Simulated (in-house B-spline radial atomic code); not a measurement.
# Ho⁹⁺: ionisation energy by several methods

Aim: the ionisation energy of Ho⁹⁺ by several methods, each as the difference of two self-consistent energies (Ho⁹⁺ and the next ion, [Kr] 4d10 4f9 5s2).

Program: in-house B-spline radial atomic code version 1. Level of theory: scalar-relativistic (X2C), several functionals, spin-polarised; spherical all-electron atom at the radial basis limit. These are calculated values, not measurements, unless marked.

### 1 Starting point

```
element       : holmium (Z = 67)
charge        : +9
electrons     : 58
configuration : [Kr] 4d10 4f9 5s2 5p1
nucleus       : Fermi, rms radius 5.202 fm
```

The outer shells:

[Kr] 4d10 4f9 5s2 5p1
```
[Kr] core
4d [↑↓][↑↓][↑↓][↑↓][↑↓]
4f [↑↓][↑↓][↑ ][↑ ][↑ ][↑ ][↑ ]
5s [↑↓]
5p [↑ ][  ][  ]
```

Where spins are not typed, each open shell is filled with up spins first.

### 2 LDA (PW92)

Settings, as recorded:

```ini
Z = 67
electrons = 58.0
configuration = [Kr] 4d10 4f9 5s2 5p1
hamiltonian = x2c
method = lda,pw
spin_polarised = True
nucleus = fermi
rms_radius = 5.2022
mass_number = 165
atomic_mass = 164.930329116
speed_of_light = 137.035999084
```

### 3 LDA (VWN5)

The settings differ from step 2 so:

```diff
@@ -4,3 +4,3 @@
 hamiltonian = x2c
-method = lda,pw
+method = lda,vwn
 spin_polarised = True
```

### 4 RPBE, a GGA

The settings differ from step 3 so:

```diff
@@ -4,3 +4,3 @@
 hamiltonian = x2c
-method = lda,vwn
+method = rpbe,pbe
 spin_polarised = True
```

### 5 BP86, a GGA

The settings differ from step 4 so:

```diff
@@ -4,3 +4,3 @@
 hamiltonian = x2c
-method = rpbe,pbe
+method = b88,p86
 spin_polarised = True
```

### 6 TPSS, a meta-GGA

The settings differ from step 5 so:

```diff
@@ -4,3 +4,3 @@
 hamiltonian = x2c
-method = b88,p86
+method = tpss,tpss
 spin_polarised = True
```

### 7 OLYP, a GGA

The settings differ from step 6 so:

```diff
@@ -4,3 +4,3 @@
 hamiltonian = x2c
-method = tpss,tpss
+method = optx,lyp
 spin_polarised = True
```

Before running: The tabulated ionisation energy is 173 ± 9 eV (tabulated theoretical; NIST Atomic Spectra Database). What does each method give, and which comes nearest?

The runs gave:

| method | rung | total energy (hartree) | ΔSCF (eV) | −ε highest (eV) | ΔSCF less tabulated (eV) |
| --- | --- | --- | --- | --- | --- |
| LDA (PW92) | LDA | -12583.7847 | 162.18 | 145.04 (4f down) | -10.82 |
| LDA (VWN5) | LDA | -12583.8109 | 162.19 | 145.05 (4f down) | -10.81 |
| RPBE | GGA | -12593.1851 | 161.41 | 144.31 (4f down) | -11.59 |
| BP86 | GGA | -12594.3438 | 161.75 | 144.67 (4f down) | -11.25 |
| OLYP | GGA | -12597.1289 | 161.65 | 144.94 (4f down) | -11.35 |
| TPSS | meta-GGA | -12592.4006 | 161.40 | 143.97 (4f down) | -11.60 |

**Reading.** Tables give 173 ± 9 eV (tabulated theoretical; NIST Atomic Spectra Database) for the ionisation energy. LDA (VWN5) misses by -10.81 eV, the least, and TPSS by -11.60 eV (6.7 %), the most. Mean absolute error by rung (exchange-only levels left out): LDA 10.82 eV, GGA 11.40 eV, meta-GGA 11.60 eV. All methods miss on the same side by much the same amount, which points to something that they share. Relativistic terms that these runs lack can be as large as the gaps between close methods, so the nearest may be so by luck. Spin-orbit coupling is left out. Open shells are averaged (over orientations, and over spins where the run is restricted), while tables refer to the lowest levels. ΔSCF removes a 5p electron, which is never the highest level here, so the two columns refer to different electrons.

Members of this set that are not shown: 12 used exact exchange with fractional occupations of an open shell, which is unsound here.
